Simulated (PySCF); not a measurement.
**PtH₃⁻: relaxation and vibrations of the singlet**

Aim: relax PtH₃⁻ as a singlet from a trigonal pyramidal start, check by its vibrations whether the end is a minimum, and collect its spectrum and constants.

The runs use PySCF 2.14.0; PBE0, basis Pt def2-TZVPD with ECP60, H def2-TZVPD, scalar-relativistic core potentials, no spin–orbit coupling, density fitting.

**1. Where the work starts**

4 atoms, charge -1, spin multiplicity 1.

Bond lengths: Pt1–H2 1.550 Å, Pt1–H3 1.550 Å, Pt1–H4 1.550 Å. Angles: H2–Pt1–H3 99.8°, H2–Pt1–H4 99.8°, H3–Pt1–H4 99.8°.

```xyz
4
charge -1 multiplicity 1
Pt    0.0000    0.0000    0.0000
H     1.3686    0.0000    0.7277
H    -0.6843    1.1852    0.7277
H    -0.6843   -1.1852    0.7277
```

**2. The SCF at the typed geometry**

The steps below are one call of a driver around PySCF. For each, scf.py gives the equivalent set-up of the SCF; relaxations use the driver's own optimiser. After this first run the driver tries any further starts and a stability analysis.

Input file scf.py:

```python
from pyscf import gto, scf, dft
mol = gto.M(atom='''
Pt     0.000000     0.000000     0.000000
H      1.368600     0.000000     0.727700
H     -0.684300     1.185200     0.727700
H     -0.684300    -1.185200     0.727700''',
    basis={'Pt': 'def2-TZVPD', 'H': 'def2-TZVPD'},
    ecp={'Pt': 'def2-TZVPD'},
    charge=-1, spin=0)
mf = dft.RKS(mol, xc='PBE0')
mf.grids.atom_grid = (50, 194)
aux = {'Pt': 'def2-universal-JKFIT', 'H': 'def2-universal-JKFIT'}
mf = mf.density_fit(auxbasis=aux)
mf.conv_tol = 1e-08
mf.diis_space = 10
mf.max_cycle = 60
mf.init_guess = 'minao'
mf.verbose = 4
mf.kernel()
```

Launch:

```sh
OMP_NUM_THREADS=2 python axn.py task.json out
```

The log of the run:

```text
init E= -105.436947516979
cycle= 1 E= -120.507461308078  delta_E= -15.1  |g|= 1.49  |ddm|= 8.15
  HOMO = 0.25621424631687  LUMO = 0.269958969877572  gap/eV = 0.37401
cycle= 2 E= -108.410632721679  delta_E= 12.1  |g|=  4.7  |ddm|= 33.6
  HOMO = -0.0846747664484897  LUMO = -0.06764093431772  gap/eV = 0.46351
cycle= 3 E= -120.952322239613  delta_E= -12.5  |g|= 0.611  |ddm|= 33.5
  HOMO = 0.0341891565805308  LUMO = 0.0809892018516902  gap/eV = 1.27349
cycle= 4 E= -121.04863384348  delta_E= -0.0963  |g|= 0.349  |ddm|= 1.12
  HOMO = 0.0501843501813544  LUMO = 0.0929302263804859  gap/eV = 1.16317
cycle= 5 E= -121.074055586733  delta_E= -0.0254  |g|= 0.0863  |ddm|= 0.457
  HOMO = 0.0376674826239047  LUMO = 0.0784321573793942  gap/eV = 1.10926
cycle= 6 E= -121.075728192144  delta_E= -0.00167  |g|= 0.0139  |ddm|= 0.0838
  HOMO = 0.0346879742884534  LUMO = 0.0759965464410595  gap/eV = 1.12406
cycle= 7 E= -121.075788437161  delta_E= -6.02e-05  |g|= 0.00691  |ddm|= 0.0251
  HOMO = 0.0332905983746343  LUMO = 0.0745120365160727  gap/eV = 1.12169
cycle= 8 E= -121.075801186497  delta_E= -1.27e-05  |g|= 0.00292  |ddm|= 0.0167
  HOMO = 0.0327913977477299  LUMO = 0.0738717084205924  gap/eV = 1.11785
cycle= 9 E= -121.075803302839  delta_E= -2.12e-06  |g|= 0.00111  |ddm|= 0.00902
  HOMO = 0.0325834525496971  LUMO = 0.0736462413680843  gap/eV = 1.11738
cycle= 10 E= -121.075803651475  delta_E= -3.49e-07  |g|= 0.000158  |ddm|= 0.00341
  HOMO = 0.0325571604256161  LUMO = 0.0736216282436226  gap/eV = 1.11742
cycle= 11 E= -121.075803659341  delta_E= -7.87e-09  |g|= 1.75e-05  |ddm|= 0.00046
  HOMO = 0.0325582619784419  LUMO = 0.0736220259750131  gap/eV = 1.11740
Extra cycle  E= -121.075803659477  delta_E= -1.36e-10  |g|= 2.82e-05  |ddm|= 0.000115
converged SCF energy = -121.075803659477
```

This step, with its further starts and checks, took 5.6 s on 2 threads of Intel Xeon 6975P-C (Granite Rapids), shared host.

Energies from each starting density:

| start | energy (Eh) |
| --- | --- |
| the minimal-basis guess | -121.075804 |
| a thermally smeared density | -121.075804 |
| a smeared PBE density | -121.075804 |

No lower closed-shell solution turned up from the other starts or in the test of internal stability.

**3. Relaxation: trigonal pyramidal start, singlet**

The program finds C3v symmetry in the start, which this walk keeps. The walk stops when the largest gradient is under 0.0003 Eh/bohr and the energy has settled too.

scf.py: that of step 2 with these lines changed.

```diff
@@ -3,4 +3,4 @@
-Pt     0.000000     0.000000     0.000000
-H      1.368600     0.000000     0.727700
-H     -0.684300     1.185200     0.727700
-H     -0.684300    -1.185200     0.727700''',
+Pt    -0.000000    -0.000000    -0.011113
+H      1.368576     0.000000     0.716587
+H     -0.684288     1.185221     0.716587
+H     -0.684288    -1.185221     0.716587''',
@@ -17 +16,0 @@
-mf.init_guess = 'minao'
```

Steps of the walk:

```csv
step,energy (Eh),change (kJ/mol),largest symmetric gradient (Eh/bohr)
0,-121.075800,0.00,0.01657
1,-121.079250,-9.06,0.00799
2,-121.081627,-15.30,0.00910
3,-121.081874,-15.95,0.00726
4,-121.082241,-16.91,0.00120
5,-121.082258,-16.96,0.00024
6,-121.082259,-16.96,0.00002
```

The walk took 7.7 s.

Positions (Å) and forces (eV/Å) along the way, with the part that breaks the symmetry left in:

```
step 0
Pt   0.000   0.000  -0.011   0.190   0.000  -0.557
H    1.369   0.000   0.717   2.323   0.000   0.119
H   -0.684   1.185   0.717  -1.256  -0.591   0.219
H   -0.684  -1.185   0.717  -1.256   0.591   0.219
step 1
Pt   0.000   0.000   0.023   0.272   0.000   0.026
H    1.424   0.000   0.705   1.901   0.000  -0.092
H   -0.712   1.234   0.705  -1.086  -1.013   0.033
H   -0.712  -1.234   0.705  -1.086   1.013   0.033
step 3
Pt   0.000   0.000   0.125   0.539   0.000   0.373
H    1.529   0.000   0.671   1.381   0.000  -0.252
H   -0.764   1.324   0.671  -0.960  -1.615  -0.061
H   -0.764  -1.324   0.671  -0.960   1.615  -0.061
step 6
Pt   0.000   0.000   0.187   0.706   0.000   0.001
H    1.547   0.000   0.651   1.591   0.000  -0.144
H   -0.773   1.339   0.651  -1.148  -1.582   0.071
H   -0.773  -1.339   0.651  -1.148   1.582   0.071
```

It settles in C3v symmetry, 17.0 kJ/mol below the start, after 6 steps: Pt–H 1.615 Å (×3); H–Pt–H 112.1° (×3). A gradient of 0.0309 Eh/bohr that breaks the symmetry is left: this electronic state wants a lower symmetry.

**4. Relaxing without the symmetry constraint**

The geometry is nudged along the force that breaks the symmetry.

The program finds Cs symmetry in the start, which may break. The walk stops when the largest gradient is under 0.0003 Eh/bohr and the energy has settled too.

scf.py: that of step 3 with these lines changed.

```diff
@@ -3,4 +3,4 @@
-Pt    -0.000000    -0.000000    -0.011113
-H      1.368576     0.000000     0.716587
-H     -0.684288     1.185221     0.716587
-H     -0.684288    -1.185221     0.716587''',
+Pt     0.001018     0.000000    -0.007082
+H      1.547599    -0.000000     0.445486
+H     -0.872272     1.289378     0.462227
+H     -0.872272    -1.289378     0.462227''',
```

Energy and gradient, step by step:

```csv
step,energy (Eh),change (kJ/mol),largest gradient (Eh/bohr)
0,-121.095220,0.00,0.03165
1,-121.122463,-71.53,0.02507
2,-121.144738,-130.01,0.02012
3,-121.152166,-149.51,0.01002
4,-121.154074,-154.52,0.01618
5,-121.154809,-156.45,0.00755
6,-121.155152,-157.35,0.00188
7,-121.155212,-157.51,0.00063
8,-121.155239,-157.58,0.00118
9,-121.155355,-157.88,0.00204
10,-121.155431,-158.08,0.00166
11,-121.155506,-158.28,0.00145
12,-121.155548,-158.39,0.00117
13,-121.155567,-158.44,0.00083
14,-121.155572,-158.45,0.00052
15,-121.155574,-158.46,0.00012
```

The walk took 21 s.

After 15 steps and 158.5 kJ/mol it ends at C2v: H–H 1.037 Å, Pt–H 1.618 Å (×2), Pt–H 1.661 Å; H–H–Pt 71.3° (×2), H–Pt–H 37.4°, H–Pt–H 161.3° (×2).

**5. Frequencies**

On the finer grid the gradient is checked again; gradients at displacements of ±0.02 bohr then give force constants and infrared intensities.

scf.py: that of step 4 with these lines changed.

```diff
@@ -3,4 +3,4 @@
-Pt     0.001018     0.000000    -0.007082
-H      1.547599    -0.000000     0.445486
-H     -0.872272     1.289378     0.462227
-H     -0.872272    -1.289378     0.462227''',
+Pt     0.006781    -0.000000    -0.000231
+H      1.667295    -0.000000    -0.056717
+H     -1.524438     0.519315     0.051857
+H     -1.524438    -0.519315     0.051857''',
@@ -11 +11 @@
-mf.grids.atom_grid = (50, 194)
+mf.grids.atom_grid = (75, 302)
@@ -14 +14 @@
-mf.conv_tol = 1e-08
+mf.conv_tol = 1e-10
```

The driver hands on the density of the step before, so the log starts near convergence.

Log of the central SCF (cycles and frontier levels):

```text
init E= -121.155577748737
  HOMO = -0.0107065230520038  LUMO = 0.126636857200936  gap/eV = 3.73730
cycle= 1 E= -121.155577748733  delta_E= 3.89e-12  |g|= 5.3e-06  |ddm|= 9.9e-06
  HOMO = -0.010708164908062  LUMO = 0.126636662047436  gap/eV = 3.73734
Extra cycle  E= -121.155577748711  delta_E= 2.19e-11  |g|= 1.18e-05  |ddm|= 2.22e-05
converged SCF energy = -121.155577748711
```

The whole step took 24 s.

Geometry: C2v; H–H 1.039 Å, Pt–H 1.618 Å (×2), Pt–H 1.661 Å; H–H–Pt 71.3° (×2), H–Pt–H 37.4°, H–Pt–H 161.3° (×2).

Harmonic modes (main isotopes):

```json
{"symmetry": "b2", "ω (cm⁻¹)": "553", "IR (km/mol)": "37.9"}
{"symmetry": "a1", "ω (cm⁻¹)": "621", "IR (km/mol)": "55.7"}
{"symmetry": "b1", "ω (cm⁻¹)": "655", "IR (km/mol)": "13.9"}
{"symmetry": "a1", "ω (cm⁻¹)": "1901", "IR (km/mol)": "247"}
{"symmetry": "b2", "ω (cm⁻¹)": "2086", "IR (km/mol)": "17.9"}
{"symmetry": "a1", "ω (cm⁻¹)": "2230", "IR (km/mol)": "35.9"}
```

Every mode is real; the point is a minimum.

Properties at this point:

```
Dipole moment about the centre of mass                          : 1.81 D
Highest occupied level                                          : -0.29 eV
Lowest empty level                                              : 3.45 eV
Rotational constants                                            : 31.01, 2.247, 2.095 cm⁻¹
Zero-point energy                                               : 48.1 kJ/mol
Principal polarisabilities                                      : 71.4, 73.3, 75.1 bohr³
Principal traceless quadrupole moments about the centre of mass : -2.75, 1.00, 1.75 D Å
Entropy at 298.15 K and 1 bar                                   : 237.6 J/(mol K)
Heat capacity Cp at 298.15 K                                    : 46.1 J/(mol K)
Enthalpy at 298.15 K above 0 K                                  : 11.15 kJ/mol
Rotational symmetry number                                      : 2
```

Populations by atom (charges in e):

```tsv
atom	Mulliken	Löwdin	polar tensor	Mayer order to Pt1
Pt1	-1.05	-0.31	-0.70	–
H2	-0.02	-0.35	-0.28	0.64
H3,4	0.03	-0.17	-0.01	0.56
```

Outer orbital energies (eV). occupied: -52.13, -8.34, -2.56, -2.33, -1.19, -0.60, -0.51, -0.29; empty: 3.45, 3.66, 3.78, 5.28.

Mulliken populations on Pt1 (outside its core potential): s 3.77, p 6.24, d 9.02, f 0.01.

**6. Stability of the closed shell**

At the lowest minimum the closed shell is tested against spin polarisation, on the (50, 194) grid. It is stable.

**7. Outcome**

```
                            quantity                                                                                              value
                             minimum                                                                                       singlet, C2v
                            geometry  H–H 1.039 Å, Pt–H 1.618 Å (×2), Pt–H 1.661 Å; H–H–Pt 71.3° (×2), H–Pt–H 37.4°, H–Pt–H 161.3° (×2)
                  wavenumbers (cm⁻¹)                                      553 (b2), 621 (a1), 655 (b1), 1901 (a1), 2086 (b2), 2230 (a1)
      dipole moment (centre of mass)                                                                                             1.81 D
highest occupied, lowest empty level                                                                                     -0.29, 3.45 eV
          polar-tensor charge of Pt1                                                                                            -0.70 e
                   zero-point energy                                                                                        48.1 kJ/mol
                 entropy at 298.15 K                                                                                    237.6 J/(mol K)
```

**Reading.** The trigonal pyramidal start (C3v) ends in a minimum of C2v symmetry. The strongest infrared band lies at 1901 cm⁻¹ (a1). Other starts or spin states, not run here, may lie lower. Spin–orbit coupling, left out here, can matter for elements this heavy.

The search up to here took 59 s on 2 threads of Intel Xeon 6975P-C (Granite Rapids), shared host.
